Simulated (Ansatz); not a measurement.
# CH₆OSiZn: one species, many methods

How much do the methods differ for CH₆OSiZn? The plan is to run it at one geometry with functionals of several rungs and with coupled cluster, and see how far each lands from CCSD(T) at the basis-set limit for the atomisation energy.

Program: Ansatz 0.2.0, Gaussian basis. Level of theory: functionals in def2-TZVPP, the program's frozen cores in correlated methods. These are calculated values, not measurements.

The runs, in order: PBE-D4, r2SCAN-D4, PBE0-D4, B3LYP-D4, ωB97X-V, ωB97M-V, B2PLYP; CCSD(T)/def2-TZVPP; MP2/def2-QZVPP; extrapolation to the limit.

## (1) The geometry

The geometry comes from an earlier relaxation with PBE0-D4 in a triple-zeta def2 set; it is a stationary point, not always the lowest conformer.

SMILES `[SiH3]O[CH2][ZnH]`, 10 atoms, charge 0, spin multiplicity 1.

Atoms are counted from 1 here; the program's logs count them from 0.

Bond lengths: Si1–O2 1.644 Å, Si1–H5 1.482 Å, Si1–H6 1.491 Å, Si1–H7 1.491 Å, O2–C3 1.436 Å, C3–Zn4 1.967 Å, C3–H8 1.099 Å, C3–H9 1.099 Å, Zn4–H10 1.542 Å. Angles: O2–Si1–H5 106.9°, O2–Si1–H6 110.8°, O2–Si1–H7 110.8°, H5–Si1–H6 110.2°, H5–Si1–H7 110.2°, H6–Si1–H7 107.9°, Si1–O2–C3 119.6°, O2–C3–Zn4 107.3°, O2–C3–H8 110.1°, O2–C3–H9 110.1°, Zn4–C3–H8 111.5°, Zn4–C3–H9 111.5°, H8–C3–H9 106.4°, C3–Zn4–H10 178.5°.

Coordinates:

```mol
CH6OSiZn
  3D, bonds by distance, orders not assigned

 10  9  0  0  0  0  0  0  0  0999 V2000
    0.0870    1.7724   -0.0835 Si  0  0
    0.2058    0.2010   -0.5511 O   0  0
   -0.1493   -0.8419    0.3694 C   0  0
    0.1380   -2.5560   -0.5506 Zn  0  0
    0.5171    2.5989   -1.2365 H   0  0
    0.9574    2.0404    1.0965 H   0  0
   -1.3150    2.1071    0.2965 H   0  0
   -1.1948   -0.7256    0.6865 H   0  0
    0.4617   -0.7668    1.2794 H   0  0
    0.3755   -3.8806   -1.3036 H   0  0
  1  2  8  0
  2  3  8  0
  3  4  8  0
  1  5  8  0
  1  6  8  0
  1  7  8  0
  3  8  8  0
  3  9  8  0
  4 10  8  0
M  END
```

## (2) PBE-D4 (GGA)

File in.yaml:

```yaml
crystal:
  periodic: [false, false, false]
  atoms:
    - {symbol: Si, position_ang: [0.086956, 1.772440, -0.083477]}
    - {symbol: O, position_ang: [0.205784, 0.200958, -0.551080]}
    - {symbol: C, position_ang: [-0.149337, -0.841864, 0.369363]}
    - {symbol: Zn, position_ang: [0.137973, -2.556034, -0.550584]}
    - {symbol: H, position_ang: [0.517131, 2.598876, -1.236475]}
    - {symbol: H, position_ang: [0.957386, 2.040385, 1.096542]}
    - {symbol: H, position_ang: [-1.315003, 2.107068, 0.296548]}
    - {symbol: H, position_ang: [-1.194823, -0.725623, 0.686484]}
    - {symbol: H, position_ang: [0.461726, -0.766837, 1.279422]}
    - {symbol: H, position_ang: [0.375507, -3.880568, -1.303643]}
basis:
  gaussian: {orbitals: def2-TZVPP}
hamiltonian: {xc: pbe, dispersion: d4}
output: {forces: true, orbitals: {seedname: orbitals}}
```

On the command line:

```
> ansatz run in.yaml --threads 4 --pin off --events-out ev --progress --plain --max-ram 10444MiB
```

Further steps of the session: r2SCAN-D4 (meta-GGA); PBE0-D4 (hybrid); B3LYP-D4 (hybrid); ωB97X-V (range-separated); ωB97M-V (range-separated); B2PLYP (double hybrid); CCSD(T) in def2-TZVPP; MP2 in def2-QZVPP.

Before running them: what should the planned runs give, taken together? Wanted: atomisation energy, CCSD(T)/CBS; farthest; mean size of error, hybrid; mean size of error, range-separated; gap, smallest and largest; T1 diagnostic; triples share of the correlation energy.

**Answer**, as computed:

| quantity | value |
| --- | --- |
| atomisation energy, CCSD(T)/CBS | 728.4 kcal/mol |
| functionals within 3.6 kcal/mol (0.5 %) | PBE-D4, r2SCAN-D4, ωB97M-V |
| farthest | B2PLYP (-10.6 kcal/mol) |
| mean size of error, hybrid | 5.8 kcal/mol |
| mean size of error, range-separated | 3.5 kcal/mol |
| gap, smallest and largest | 4.57 eV (PBE-D4), 10.64 eV (ωB97X-V) |
| T1 diagnostic | 0.0141 |
| triples share of the correlation energy | 3.3 % |

PBE-D4 misses by +1.4 kcal/mol. Double hybrids carry the basis error of their MP2 part in triple zeta, and no dispersion term here, so their miss is partly the set-up's. The reference freezes the cores and leaves out relativity and excitations past (T), so misses under about 3.6 kcal/mol can't be ranked. Hartree-Fock recovers 73 % of the binding; the rest is correlation. Orbital gaps span 4.6 to 10.6 eV; exact exchange widens them. For Zn the d shell is correlated and the shells below it are frozen.
